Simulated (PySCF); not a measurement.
# CH8Ge2S: the cost of one run

Computed with PySCF 2.14.0, with density-fitted response routines of our own, on a single molecule in the gas phase. Atoms are numbered from 0 throughout.

## (1) The starting structure

12 atoms, charge 0, multiplicity 1; geometry from: GFN2-xTB. The atoms were then displaced at random by about 0.01 Å, so the start is not that level's minimum.

Bonds of the start (Å): C0–Ge1 1.94, Ge1–S2 2.21, S2–Ge3 2.22, C0–H4 1.10, C0–H5 1.10, C0–H6 1.10, Ge1–H7 1.52, Ge1–H8 1.51, Ge3–H9 1.50, Ge3–H10 1.46, Ge3–H11 1.52.

## (2) Geometry optimisation at PBE0-D3(BJ)/def2-SVP

What the job is given:

```
{"job": {"xc": "PBE0", "basis": "def2-SVP", "d3": "d3bj", "grid": 1, "shake": 0.01, "kind": "geom"}, "charge": 0, "multiplicity": 1}
C     -1.805000     0.208950    -0.037860
Ge    -0.591040    -1.258770     0.324890
S      1.237340    -0.569090     1.358240
Ge     2.063140     0.825200    -0.153900
H     -1.371720     0.948620    -0.728610
H     -2.740710    -0.135490    -0.501690
H     -2.075780     0.744470     0.881940
H     -0.177090    -1.954610    -0.959780
H     -1.172140    -2.281720     1.276350
H      1.844300     0.276770    -1.531770
H      3.478290     1.005230     0.142490
H      1.350100     2.162150    -0.079350
```

Launch:

```bash
OMP_NUM_THREADS=1 python probes_run.py task.json out
```

This one command runs all jobs of the session in turn.

Q: Estimate the wall time and peak memory of this first job on 1 thread of Arm Neoverse V1, shared host.

About 46 s, with a peak of 0.52 GiB.
